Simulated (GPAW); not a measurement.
# BaCuSeO (P4/nmm) in GPAW: single point with PBEsol

Aim: the single point of BaCuSeO with PBEsol.

Program: GPAW 26.7.0. These are calculated values, not measurements. Logs are shortened: lines on timing, memory, paths and dates and some standing lists are left out, and cuts for length are marked. The log counts tension as positive stress, the text compression.

### 1 Starting point

It takes space group P4/nmm (No. 129, tetragonal). The conventional cell has a = 4.310 Å, b = 4.310 Å, c = 9.782 Å, α = 90.00°, β = 90.00°, γ = 90.00°. Ba (site symmetry 4mm) is surrounded by 4 O at 2.55 Å. Se (site symmetry 4mm) has 4 Cu at 2.50 Å as nearest neighbours. Around Cu (site symmetry -4m2) lie 4 Se at 2.50 Å. O (site symmetry -4m2) is surrounded by 4 Ba at 2.55 Å.

The cell comes from a database or a generator and needn't be the stable form of this composition.

### 2 Single point, PBEsol

The input, run.py:

```python
from ase import Atoms
from ase.dft.bandgap import bandgap
from ase.io import write
from ase.units import GPa
from gpaw import GPAW, PW, setup_paths

setup_paths.insert(0, '.')

atoms = Atoms(['Ba', 'Ba', 'Se', 'Se', 'Cu', 'Cu', 'O', 'O'],
              cell=[[4.309657, 0.0, 0.0],
                    [0.0, 4.309657, 0.0],
                    [0.0, 0.0, 9.781563]],
              scaled_positions=[[0.5, 0.0, 0.359774],
                                [0.0, 0.5, 0.640226],
                                [0.0, 0.5, 0.130316],
                                [0.5, 0.0, 0.869684],
                                [0.0, 0.0, 0.0],
                                [0.5, 0.5, 0.0],
                                [0.0, 0.0, 0.5],
                                [0.5, 0.5, 0.5]],
              pbc=True)

calc = GPAW(mode=PW(800),
            xc='PBEsol',
            kpts={'size': (6, 6, 3), 'gamma': True},
            occupations={'name': 'methfessel-paxton', 'order': 0, 'width': 0.02},
            nbands=57,
            convergence={'density': 1e-05, 'energy': 1e-05},
            maxiter=150,
            txt='gpaw.txt')
atoms.calc = calc
energy = atoms.get_potential_energy()
forces = atoms.get_forces()
stress = atoms.get_stress()
calc.write('gs.gpw')
write('result.traj', atoms)
print(f'Energy: {energy:.6f} eV')
print('Forces (eV/A):')
print(forces.round(4))
print('Stress (GPa):', (stress / GPa).round(3))
print('Fermi level:', round(calc.get_fermi_level(), 4), 'eV')
print(f'Gap: {bandgap(calc)[0]:.4f} eV, direct: {bandgap(calc, direct=True)[0]:.4f} eV')
```

Potentials or basis: PAW data sets generated in the run's folder for this functional, pw.

Command:

```
$ gpaw-setup -f PBEsol Ba Cu O Se
$ OMP_NUM_THREADS=1 python run.py
```

gpaw.txt:

```text
__  _  _
 | _ |_)|_||  |
 |__||  | ||/\| - 26.7.0

Input parameters:
  mode=PW(ecut=800.0),
  convergence={'density': 1e-05, 'energy': 1e-05},
  kpts=MonkhorstPack(size=(6, 6, 3), gamma=True),
  maxiter=150,
  nbands=57,
  occupations=Occupations(name='methfessel-paxton', order=0, width=0.02),
  xc=XC(name='PBEsol')

Diagonalizing LCAO Hamiltonian
Converting LCAO to pw mode
    .----------.
   /|          |
  / |          |
 *  |          |
 |  |          |
 |  |  Se      |
 | Ba          |
 |  |   O      |
 |  |          |
 O  |          |
 |  |          |
 |  |  Ba      |
 | Se----------.
 | /    Cu    /
 |/          /
 Cu---------*

Atoms  # Å, Bohr magnetons
|   | symbol |        x |        y |        z |    initial magnetic moments |
|---|--------|----------|----------|----------|-----------------------------|
| 0 |     Ba | 2.154828 | 0.000000 | 3.519152 | ( 0.0000,  0.0000,  0.0000) |
| 1 |     Ba | 0.000000 | 2.154828 | 6.262411 | ( 0.0000,  0.0000,  0.0000) |
| 2 |     Se | 0.000000 | 2.154828 | 1.274694 | ( 0.0000,  0.0000,  0.0000) |
| 3 |     Se | 2.154828 | 0.000000 | 8.506869 | ( 0.0000,  0.0000,  0.0000) |
| 4 |     Cu | 0.000000 | 0.000000 | 0.000000 | ( 0.0000,  0.0000,  0.0000) |
| 5 |     Cu | 2.154828 | 2.154828 | 0.000000 | ( 0.0000,  0.0000,  0.0000) |
| 6 |      O | 0.000000 | 0.000000 | 4.890782 | ( 0.0000,  0.0000,  0.0000) |
| 7 |      O | 2.154828 | 2.154828 | 4.890782 | ( 0.0000,  0.0000,  0.0000) |

Unit cell  # Å
| periodic |        x |        y |        z |  lengths |    angles |
|----------|----------|----------|----------|----------|-----------|
|      yes | 4.309657 | 0.000000 | 0.000000 | 4.309657 | 90.000000 |
|      yes | 0.000000 | 4.309657 | 0.000000 | 4.309657 | 90.000000 |
|      yes | 0.000000 | 0.000000 | 9.781563 | 9.781563 | 90.000000 |

Number of symmetries: 8
Symmetry operations  # r_c * U_cc + t_c -> r_c
|   | kind |            matrix            |
|---|------|------------------------------|
| 0 |  E   |  1, 0, 0,  0, 1, 0,  0, 0, 1 |
| 1 |  σ   |  1, 0, 0,  0,-1, 0,  0, 0, 1 |
| 2 |  C2  |  0, 1, 0,  1, 0, 0,  0, 0,-1 |
| 3 |  S4  |  0, 1, 0, -1, 0, 0,  0, 0,-1 |
| 4 |  S4  |  0,-1, 0,  1, 0, 0,  0, 0,-1 |
| 5 |  C2  |  0,-1, 0, -1, 0, 0,  0, 0,-1 |
| 6 |  σ   | -1, 0, 0,  0, 1, 0,  0, 0, 1 |
| 7 |  C2  | -1, 0, 0,  0,-1, 0,  0, 0, 1 |

BZ-sampling:
  Number of BZ points: 108
  Number of IBZ points: 20

  Monkhorst-Pack size: [6, 6, 3]
  Monkhorst-Pack shift: [0.08333333333333333, 0.08333333333333333, 0.0]

K-points  # in reciprocal-cell coordinates
|     |                                coordinates |     weight |
|-----|--------------------------------------------|------------|
|   0 | (  0.00000000,   0.00000000,   0.00000000) | 0.00925926 |
|   1 | (  0.00000000,   0.00000000,   0.33333333) | 0.01851852 |
|   2 | (  0.16666667,   0.00000000,   0.00000000) | 0.03703704 |
|   3 | (  0.16666667,   0.00000000,   0.33333333) | 0.07407407 |
|   4 | (  0.16666667,   0.16666667,   0.00000000) | 0.03703704 |
|   5 | (  0.16666667,   0.16666667,   0.33333333) | 0.07407407 |
|   6 | (  0.33333333,   0.00000000,   0.00000000) | 0.03703704 |
|   7 | (  0.33333333,   0.00000000,   0.33333333) | 0.07407407 |
|   8 | (  0.33333333,   0.16666667,   0.00000000) | 0.07407407 |
|   9 | (  0.33333333,   0.16666667,   0.33333333) | 0.14814815 |
| ... |                                            |            |
|  19 | (  0.50000000,   0.50000000,   0.33333333) | 0.01851852 |

Plane wave coefficients: 9372
Cutoff: 800.0 eV

Spin-components: 1 (collinear spins)
Bands:           57
Projectors:      44
Spin-degeneracy: 2
Datatype:        complex128

Parallelization:
  kpt:    1
  domain: 1
  band:   1

Density:
  Valence electrons: 66.0
  Components: 1
  Grid points: [30 30 64]
  Charge: 0.0  # |e|

Potential:
  Grid points: [30 30 64]

species:
  Ba:
    name:    Barium
    Z:       56.0
    valence: 10
    core:    46
    charge:  0.0  # [|e|]
    compensation charges:
      type: gauss
      rc: 0.37  # [Å]
      lmax: 2
    cutoffs:
      filter: 2.06  # [Å]
      core: 2.33  # [Å]
    projectors
    | kind |    occ | energy [eV] | rcut [Å] |
    |------|--------|-------------|----------|
    |   5s |  2.000 |     -33.673 |    1.164 |
    |   6s |  2.000 |      -3.245 |    1.164 |
    |   5p |  6.000 |     -18.749 |    1.164 |
    |    p |        |       0.000 |    1.164 |
    |    d |        |       0.000 |    1.164 |
    |    d |        |      27.211 |    1.164 |

    Using partial waves for Ba as LCAO basis

  Se:
    name:    Selenium
    Z:       34.0
    valence: 6
    core:    28
    charge:  0.0  # [|e|]
    compensation charges:
      type: gauss
      rc: 0.27  # [Å]
      lmax: 2
    cutoffs:
      filter: 1.77  # [Å]
      core: 2.67  # [Å]
    projectors
    | kind |    occ | energy [eV] | rcut [Å] |
    |------|--------|-------------|----------|
    |   4s |  2.000 |     -17.281 |    0.847 |
    |   4p |  4.000 |      -6.511 |    1.005 |
    |    s |        |       9.930 |    0.847 |
    |    p |        |      20.700 |    1.005 |
    |    d |        |       0.000 |    0.847 |

    Using partial waves for Se as LCAO basis

  Cu:
    name:    Copper
    Z:       29.0
    valence: 11
    core:    18
    charge:  0.0  # [|e|]
    compensation charges:
      type: gauss
      rc: 0.33  # [Å]
      lmax: 2
    cutoffs:
      filter: 2.06  # [Å]
      core: 2.43  # [Å]
    projectors
    | kind |    occ | energy [eV] | rcut [Å] |
    |------|--------|-------------|----------|
    |   4s |  1.000 |      -4.607 |    1.164 |
    |   4p |  0.000 |      -0.637 |    1.164 |
    |   3d | 10.000 |      -5.060 |    1.058 |
    |    s |        |      22.604 |    1.164 |
    |    p |        |      26.574 |    1.164 |
    |    d |        |      22.151 |    1.058 |

    Using partial waves for Cu as LCAO basis

  O:
    name:    Oxygen
    Z:       8.0
    valence: 6
    core:    2
    charge:  0.0  # [|e|]
    compensation charges:
      type: gauss
      rc: 0.21  # [Å]
      lmax: 2
    cutoffs:
      filter: 1.17  # [Å]
      core: 0.83  # [Å]
    projectors
    | kind |    occ | energy [eV] | rcut [Å] |
    |------|--------|-------------|----------|
    |   2s |  2.000 |     -23.808 |    0.688 |
    |   2p |  4.000 |      -8.972 |    0.598 |
    |    s |        |       3.404 |    0.688 |
    |    p |        |      18.239 |    0.598 |
    |    d |        |       0.000 |    0.619 |

    Using partial waves for O as LCAO basis

Reference energy: -668535.014117  # eV

eigensolver:
  PPCG
  Converge bands: occupied
  niter=2

density mixing:
  MSR1-Mixer
  Pratt-step length: 0.05
  Maximum mixing coefficient: 0.75
  Old densities: 10
  SVD Regularization: 0.005
  Good broyden scale: 1.0
  Trust region scale: 1.0
  Backstep threshold: 4.0
  History deletion threshold: 6.0
  Fourier metric: weight=20.0, sigma=0.015

occupation numbers:
  Methfessel-Paxton:
    width: 0.0200  # eV
    order: 0

poisson solver:
  ecut: 6400.0  # eV

xc functional:
  name: PBEsol with 2 nearest neighbor stencil

convergence criteria:
- Maximum integral of absolute [dens]ity change: 1e-05 electrons / valence electron
- Maximum [total energy] change in last 3 cyles: 1e-05 eV / valence electron
- Maximum integral of absolute [eigenst]ate change: 4e-08 eV^2 / valence electron
maximum number of iterations: 150

SCF iterations
|iter     | |      energy | eigst |  dens |
|---------|-|-------------|-------|-------|
|iter:   1| |  -54.064403 | +0.61 |       |
|iter:   2| |  -48.361808 | -0.85 | -0.95 |
|iter:   3| |  -45.188488 | -0.70 | -1.04 |
|iter:   4| |  -41.986313 | -1.57 | -1.15 |
|iter:   5| |  -41.095324 | -2.23 | -1.34 |
|iter:   6| |  -43.138074 | -2.25 | -1.50 |
|iter:   7| |  -41.083569 | -2.45 | -1.32 |
|iter:   8| |  -41.105637 | -3.06 | -1.84 |
|iter:   9| |  -41.023792 | -3.48 | -1.79 |
|iter:  10| |  -41.032828 | -3.90 | -2.58 |
|iter:  11| |  -41.023955 | -4.08 | -2.19 |
|iter:  12| |  -41.026941 | -4.98 | -2.65 |
|iter:  13| |  -41.024122 | -4.91 | -2.36 |
|iter:  14| |  -41.023805 | -5.35 | -2.54 |
|iter:  15| |  -41.022617 | -5.80 | -2.70 |
|iter:  16| |  -41.022596 | -7.27 | -3.16 |
|iter:  17| |  -41.022623c| -7.73c| -3.57 |
|iter:  18| |  -41.022623c| -8.32c| -4.83 |
|iter:  19| |  -41.022623c| -8.19c| -5.07c|

Converged in 19 steps
Energy contributions relative to reference atoms: (reference = -668535.014117)

Energy contributions:
  Kinetic:           4.316507
  Coulomb:          -7.999927
  Zero:              0.512329
  External:          0.000000
  Xc:              -37.849970
  Entropy:          -0.003124
  Spinorbit:         0.000000
  ----------------------------
  Free energy:     -41.024185
  Extrapolated:    -41.022623

dipole moment: (-63.313674, -63.313674, -42.151799)  # |e|*Ang

Fermi level: 4.838
Eigenvalues  # (at kpt = [0.000, 0.000, 0.000])
| band index |      eig [eV] | occ [0-2] |
|------------|---------------|-----------|
|          0 |       -20.357 |     2.000 |
|        ... |               |           |
|         23 |         3.255 |     2.000 |
|         24 |         3.289 |     2.000 |
|         25 |         3.289 |     2.000 |
|         26 |         3.424 |     2.000 |
|         27 |         3.681 |     2.000 |
|         28 |         3.681 |     2.000 |
[... 8 lines left out ...]
|         37 |         9.549 |     0.000 |
|         38 |        10.434 |     0.000 |
|        ... |               |           |
|         56 |        17.015 |     0.000 |

No gap
No difference between direct/indirect transitions

Forces  # eV/Ang
|        x |       y |        z |
|----------|---------|----------|
|  0.00000 | 0.00000 |  0.51916 |  # Ba   0
|  0.00000 | 0.00000 | -0.51916 |  # Ba   1
|  0.00000 | 0.00000 | -0.29547 |  # Se   2
|  0.00000 | 0.00000 |  0.29547 |  # Se   3
|  0.00000 | 0.00000 |  0.00000 |  # Cu   4
|  0.00000 | 0.00000 |  0.00000 |  # Cu   5
| -0.00000 | 0.00000 |  0.00000 |  # O    6
|  0.00000 | 0.00000 |  0.00000 |  # O    7

Stress tensor  # eV/Ang^3
|        x |        y |        z |
|----------|----------|----------|
| 0.025349 | 0.000000 | 0.000000 |
| 0.000000 | 0.025349 | 0.000000 |
| 0.000000 | 0.000000 | 0.019900 |

# Writing to gs.gpw (mode='')
```

It took 6 min on 1 thread of Arm Neoverse V1, shared host; peak memory 0.5 GiB.

Results:

```
Free energy            : -41.0242 eV
Pressure               : -3.8 GPa
Largest force          : 0.519 eV/Å
Band gap on the k mesh : none (metal or under the smearing width)
```

Forces in eV/Å, atoms in the order of the input:
```
Ba   0.000  0.000  0.519
Ba   0.000  0.000 -0.519
Se   0.000  0.000 -0.295
Se   0.000  0.000  0.295
Cu   0.000  0.000  0.000
Cu   0.000  0.000  0.000
O    0.000  0.000  0.000
O    0.000  0.000  0.000
```

Stress tensor (GPa, compression positive):
```
-4.06  0.00  0.00
 0.00 -4.06  0.00
 0.00  0.00 -3.19
```

Caveat: with this Cu data set, volumes or pressures lay over 1.5 % or 2 GPa off other programs in two to four cells of ten; the run has no spin polarisation, though such a crystal can be magnetic; semilocal functionals often make such compounds metallic where correlation or magnetic order opens a gap, which also shifts bond lengths. The run has no spin-orbit coupling, so splittings on Ba are missing.
